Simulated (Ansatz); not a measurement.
## Sn3Te in Ansatz: the effect of functional

Sn3Te:

```xyz
4
Lattice="-2.3312 2.3312 5.5891 2.3312 -2.3312 5.5891 2.3312 2.3312 -5.5891" Properties=species:S:1:pos:R:3 pbc="T T T"
Te    0.0000    0.0000    0.0000
Sn    0.0000    0.0000    5.5891
Sn    2.3312    0.0000    2.7945
Sn    0.0000    2.3312    2.7945
```

The cell comes from a database or a generator and needn't be the stable form of this composition.

The cell isn't the ideal one: volume scaled by 1.04.

Alike in all runs:

| Property | Result |
| --- | --- |
| Program | Ansatz 0.2.0 |
| Task | single point |
| Potentials or basis | Ansatz PAW |
| k mesh | 8 × 8 × 8 |
| Occupations | fermi-dirac, width 0.05 eV |
| Spin | no spin polarisation |

| functional | cutoff | pressure (GPa) |
| --- | --- | --- |
| LDA | 420 eV (not typed: the program's choice for these potentials) | ? |
| r2SCAN | 500 eV (not typed: the program's choice for these potentials) | -2.6 |
| PBE | 420 eV (not typed: the program's choice for these potentials) | -1.9 |

Problem. What does the run with functional LDA give?

Solution. Pressure -5.4 GPa.

Caveats: the PAW data sets come from PBE, with cores solved anew for the run's functional, which leaves a small shift of forces and pressure (some runs).
